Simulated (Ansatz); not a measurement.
# C₃H₉ClZr: one species, many methods

An exercise on one series of results from a longer session: the logs are not shown, and one member is left open.

Computed with Ansatz 0.2.0, Gaussian basis. Level: functionals in def2-TZVPP, the program's frozen cores in correlated methods.

Plan: LDA (SPW92), PBE-D4, revPBE-D4, BLYP-D4, r2SCAN-D4, B97M-V, PBE0-D4, B3LYP-D4, r2SCANh-D4, r2SCAN0-D4, HSE06-D4, BHLYP-D4, CAM-B3LYP-D4, LC-ωPBE, ωB97X-V, ωB97M-V, B2PLYP, PBE-QIDH; CCSD(T)/def2-SVP; MP2/def2-TZVPP; MP2/def2-QZVPP; RPA on PBE.

## The geometry

The geometry comes from an earlier relaxation with PBE0-D4 in a triple-zeta def2 set; it is a stationary point, not always the lowest conformer. Zr takes the def2 core potential; no spin-orbit term is included.

SMILES `[CH3][Zr]([CH3])([CH3])[Cl]`, 14 atoms, charge 0, spin multiplicity 1.

Atoms are counted from 1 here; the program's logs count them from 0.

Bond lengths: C1–Zr2 2.203 Å, C1–H6 1.097 Å, C1–H7 1.098 Å, C1–H8 1.096 Å, Zr2–C3 2.204 Å, Zr2–C4 2.203 Å, Zr2–Cl5 2.357 Å, C3–H9 1.097 Å, C3–H10 1.098 Å, C3–H11 1.096 Å, C4–H12 1.098 Å, C4–H13 1.097 Å, C4–H14 1.096 Å. Angles: Zr2–C1–H6 110.8°, Zr2–C1–H7 110.1°, Zr2–C1–H8 112.4°, H6–C1–H7 107.7°, H6–C1–H8 107.8°, H7–C1–H8 107.9°, C1–Zr2–C3 107.4°, C1–Zr2–C4 108.0°, C1–Zr2–Cl5 111.3°, C3–Zr2–C4 107.5°, C3–Zr2–Cl5 111.0°, C4–Zr2–Cl5 111.3°, Zr2–C3–H9 110.7°, Zr2–C3–H10 110.3°, Zr2–C3–H11 112.3°, H9–C3–H10 107.7°, H9–C3–H11 107.8°, H10–C3–H11 107.9° and more.

The first run:

File in.yaml:

```yaml
crystal:
  periodic: [false, false, false]
  atoms:
    - {symbol: C, position_ang: [-1.387972, 1.526517, -0.070888]}
    - {symbol: Zr, position_ang: [0.101580, -0.006694, -0.605019]}
    - {symbol: C, position_ang: [1.938446, 0.435406, 0.529844]}
    - {symbol: C, position_ang: [-0.651422, -1.958712, 0.085809]}
    - {symbol: Cl, position_ang: [0.523469, -0.021719, -2.923720]}
    - {symbol: H, position_ang: [-2.376732, 1.074381, 0.075684]}
    - {symbol: H, position_ang: [-1.103309, 2.018349, 0.868455]}
    - {symbol: H, position_ang: [-1.483684, 2.300821, -0.839981]}
    - {symbol: H, position_ang: [2.047819, 1.515727, 0.686695]}
    - {symbol: H, position_ang: [1.900016, -0.042900, 1.517322]}
    - {symbol: H, position_ang: [2.839451, 0.078456, 0.018547]}
    - {symbol: H, position_ang: [-1.461644, -1.823942, 0.813949]}
    - {symbol: H, position_ang: [0.150071, -2.523045, 0.579392]}
    - {symbol: H, position_ang: [-1.036068, -2.572674, -0.736089]}
basis:
  gaussian: {orbitals: def2-TZVPP}
hamiltonian: {xc: lda}
output: {orbitals: {seedname: orbitals}}
```

Command:

```sh
$ ansatz run in.yaml --threads 4 --pin off --events-out ev --progress --plain --max-ram 11315MiB
```

Among the steps run: LDA; PBE-D4 (GGA); revPBE-D4 (GGA); BLYP-D4 (GGA); r2SCAN-D4 (meta-GGA); B97M-V (meta-GGA); B3LYP-D4 (hybrid); r2SCANh-D4 (hybrid); r2SCAN0-D4 (hybrid); HSE06-D4 (hybrid); BHLYP-D4 (hybrid); CAM-B3LYP-D4 (range-separated); LC-ωPBE (range-separated); ωB97X-V (range-separated); ωB97M-V (range-separated); B2PLYP (double hybrid); PBE-QIDH (double hybrid).

One of the session's tables, all rows but one given; the rest of the session is left out.

It belongs to the step «Frontier levels by functional». 

```
  functional  HOMO (eV)  gap (eV)
 LDA (SPW92)      -6.54      4.06
      PBE-D4      -6.43      4.19
   revPBE-D4      -6.39      4.24
     BLYP-D4      -6.30      4.18
   r2SCAN-D4      -6.72      4.73
      B97M-V      -6.81      4.85
     PBE0-D4      -7.76      6.48
    B3LYP-D4          ?         ?
  r2SCANh-D4      -7.21      5.57
  r2SCAN0-D4      -7.95      6.83
    HSE06-D4      -7.36      5.70
    BHLYP-D4      -8.99      8.81
CAM-B3LYP-D4      -9.17      9.03
     LC-ωPBE     -10.59     11.67
     ωB97X-V     -10.22     11.18
     ωB97M-V     -10.08     10.91
```

Estimate the missing values for B3LYP-D4.

Worked estimate for «HOMO (eV)». Against the share of exact exchange, BLYP-D4 (0, -6.30), BHLYP-D4 (0.5, -8.99) give a slope of -5.38 per unit share; at 0.2 the line stands at -7.38.

**Answer.** HOMO (eV): -7.53; gap (eV): 6.00. In «HOMO (eV)» the line misses by +0.15.
